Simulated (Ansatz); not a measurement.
# Li2Zr2O3: the cost of one run

Method: DFT PBE, scalar-relativistic, plane waves, PAW, unless a step names another level, in Ansatz 0.2.0.

9 further runs of the same task are left out: 9 set aside as unsound or not needed. Runs told in other sessions of the task aren't counted.

## Step 1: The formula and the candidates

Pauling electronegativities: Li 0.98, Zr 1.33, O 3.44 (spread 2.46). The formula balances with common oxidation states: Zr +2, Li +1, O -2. Tabulated atomic sizes suggest about 11 Å³/atom. 21 candidates were drawn, by swapping species into database cells of other compounds, at random by space group and Wyckoff sites, or by hand, as the table says:

```csv
name,made from,space group no.,Wyckoff sites,atoms (primitive cell),V (Å³/atom)
c01,database cell of Gd2B3C2,65,"Li 4j; Zr 4i; O 4j, 2c",7,10.0
c02,database cell of Li2Mg3Si2,160,"Li 3a, 3a; Zr 3a, 3a; O 3a, 3a, 3a",7,14.6
c03,built by hand: K2Sn2O3 (cubic),199,Li 8a; Zr 8a; O 12b,14,11.5
c04,random,139,"Li 4d; Zr 4c; O 2b, 4e",7,13.1
c05,random,38,"Li 2a, 2a; Zr 4c; O 4e, 2b",7,13.9
c06,random,65,"Li 4j; Zr 2a, 2c; O 4i, 2d",7,12.2
c07,random,8,"Li 4b; Zr 4b; O 4b, 2a",7,14.5
c08,database cell of Bi2Pd3S2,166,"Li 6c; Zr 3a, 3b; O 9d",7,11.7
c09,built by hand: layered ZrCl-like intergrowth,164,"Li 2d; Zr 2d; O 1a, 2d",7,11.9
c10,database cell of Mg2H2O3,164,"Li 2d; Zr 2d; O 2d, 1a",7,9.9
c11,built by hand: oxygen-deficient L1_0-ordered rocksalt,123,"Li 2e; Zr 1a, 1c; O 2f, 1b",7,11.6
c12,database cell of Gd2Cr2C3,12,"Li 4i; Zr 4i; O 2a, 4i",7,9.9
c13,database cell of Ba3Al2Sn2,71,"Li 4j; Zr 4i; O 2b, 4i",7,15.3
c14,random,187,"Li 1b, 1f; Zr 2g; O 2h, 1e",7,13.5
c15,random,139,"Li 4e; Zr 4d; O 2b, 4c",7,11.8
c16,"built by hand: Rb2Sn2O3 (rhombohedral, anti-shandite)",166,"Li 3a, 3b; Zr 6c; O 9e",7,11.4
c17,random,38,"Li 4e; Zr 4d; O 4e, 2a",7,13.6
c18,random,187,"Li 2g; Zr 1c, 1b; O 1f, 2h",7,13.7
c19,random,69,"Li 8f; Zr 8i; O 8h, 4b",7,12.3
c20,database cell of Ni3Sn2S2,166,"Li 3b, 3a; Zr 6c; O 9e",7,10.1
c21,random,191,"Li 2e; Zr 1a, 1b; O 3g",7,12.7
```

## Step 2: Screening run of c04

Contents of input.yaml:

```yaml
crystal:
  lattice:
    - [-2.37537851, 2.37537851, 4.07544623]
    - [2.37537851, -2.37537851, 4.07544623]
    - [2.37537851, 2.37537851, -4.07544623]
  atoms:
    - { symbol: Li, position: [0.75, 0.25, 0.5] }
    - { symbol: Li, position: [0.25, 0.75, 0.5] }
    - { symbol: Zr, position: [0.5, 0.0, 0.5] }
    - { symbol: Zr, position: [0.0, 0.5, 0.5] }
    - { symbol: O, position: [0.5, 0.5, 0.0] }
    - { symbol: O, position: [0.8766881, 0.8766881, 0.0] }
    - { symbol: O, position: [0.1233119, 0.1233119, 0.0] }
basis:
  ecutwfc: 420
kpoints:
  mp_grid: { grid: [4, 4, 4] }
hamiltonian:
  xc: pbe
scf:
  occupations: { method: gaussian, width: 0.15 }
  lower_state_search: "off"
output:
  forces: true
  stress: true
  eigenvalues: true
relax:
  adjacent_minimum: "off"
  f_tol: 0.08
  max_steps: 16
  cell: { stress_tol: 0.8 }
```

The run is started by

```sh
$ ansatz run input.yaml --threads 1 --pin off --max-ram 2560MiB --backend cpu --events-out ev --progress --plain --runs-dir out
```

**Question.** How long does this run take on 1 thread of Intel Xeon Platinum 8488C (Sapphire Rapids), shared host, and how much memory does it need?

About 35 s, with a peak of 0.49 GiB.
